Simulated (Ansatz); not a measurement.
# BaTiO3: the cost of one run

Computed with Ansatz 0.2.0 (DFT PBEsol with spin–orbit coupling, plane waves, PAW, unless a step's input says otherwise).

2 further runs of the same task are left out: 2 set aside as unsound or not needed.

**1. Starting point**

The structure is cubic, space group Pm-3m (No. 221). The conventional cell has a = 4.007 Å, b = 4.007 Å, c = 4.007 Å, α = 90.00°, β = 90.00°, γ = 90.00°. Ba (site symmetry m-3m) is surrounded by 12 O at 2.83 Å. Around Ti (site symmetry m-3m) lie 6 O at 2.00 Å. O (site symmetry 4/mmm) is surrounded by 2 Ti at 2.00 Å and 4 Ba at 2.83 Å.

As a file:

```cif
data_structure
_symmetry_space_group_name_H-M 'Pm-3m'
_symmetry_Int_Tables_number 221
_cell_length_a 4.0073
_cell_length_b 4.0073
_cell_length_c 4.0073
_cell_angle_alpha 90.000
_cell_angle_beta 90.000
_cell_angle_gamma 90.000
_cell_volume 64.35
loop_
_atom_site_label
_atom_site_type_symbol
_atom_site_symmetry_multiplicity
_atom_site_Wyckoff_symbol
_atom_site_fract_x
_atom_site_fract_y
_atom_site_fract_z
_atom_site_occupancy
Ba1 Ba 1 a 0.00000 0.00000 0.00000 1
Ti1 Ti 1 b 0.50000 0.50000 0.50000 1
O1 O 3 c 0.00000 0.50000 0.50000 1
```

The cell is the measured one, not relaxed. At PBEsol, without spin–orbit coupling, an earlier run found -4.76 GPa for this cell of 12.870 Å³/atom (8×8×8 mesh), gap on the mesh 1.76 eV. The cell is stretched at this level.

**2. Spin-orbit coupling: bands, spin texture**

Input file input.yaml:

```yaml
crystal:
  lattice:
    - [4.0072991724, 0.0, 0.0]
    - [0.0, 4.0072991724, 0.0]
    - [0.0, 0.0, 4.0072991724]
  atoms:
    - { symbol: Ba, position: [0.0, 0.0, 0.0] }
    - { symbol: Ti, position: [0.5, 0.5, 0.5] }
    - { symbol: O, position: [0.0, 0.5, 0.5] }
    - { symbol: O, position: [0.5, 0.5, 0.0] }
    - { symbol: O, position: [0.5, 0.0, 0.5] }
basis:
  ecutwfc: 420
  ecutrho_ratio: 4
kpoints:
  mp_grid: { grid: [6, 6, 6] }
  band_path:
    path:
      - [[0.0, 0.0, 0.0], [0.0, 0.5, 0.0], [0.5, 0.5, 0.0], [0.0, 0.0, 0.0], [0.5, 0.5, 0.5], [0.0, 0.5, 0.0]]
      - [[0.5, 0.5, 0.5], [0.5, 0.5, 0.0]]
    npoints: 10
hamiltonian:
  xc: pbesol
scf:
  occupations: { method: gaussian, width: 0.05 }
output:
  forces: true
  stress: true
  eigenvalues: true
  populations: true
  eigenstates:
    nscf_kmesh: { grid: [8, 8, 8] }
    de_dk: true
    e_range: [-2.5, 4.259861283074]
  write_density: true
  write_potential: true
  elf: true
  volumetric_format: npy
magnetization:
  noncollinear: true
  spin_orbit: true
```

On the command line:

```sh
> ansatz run input.yaml --threads 8 --pin off --max-ram 15360MiB --backend cpu --events-out ev --progress --plain --runs-dir out
```

Q: Estimate wall time and peak memory on 8 threads of Arm Neoverse V1, shared host.

About 14 s, with a peak of 0.89 GiB.
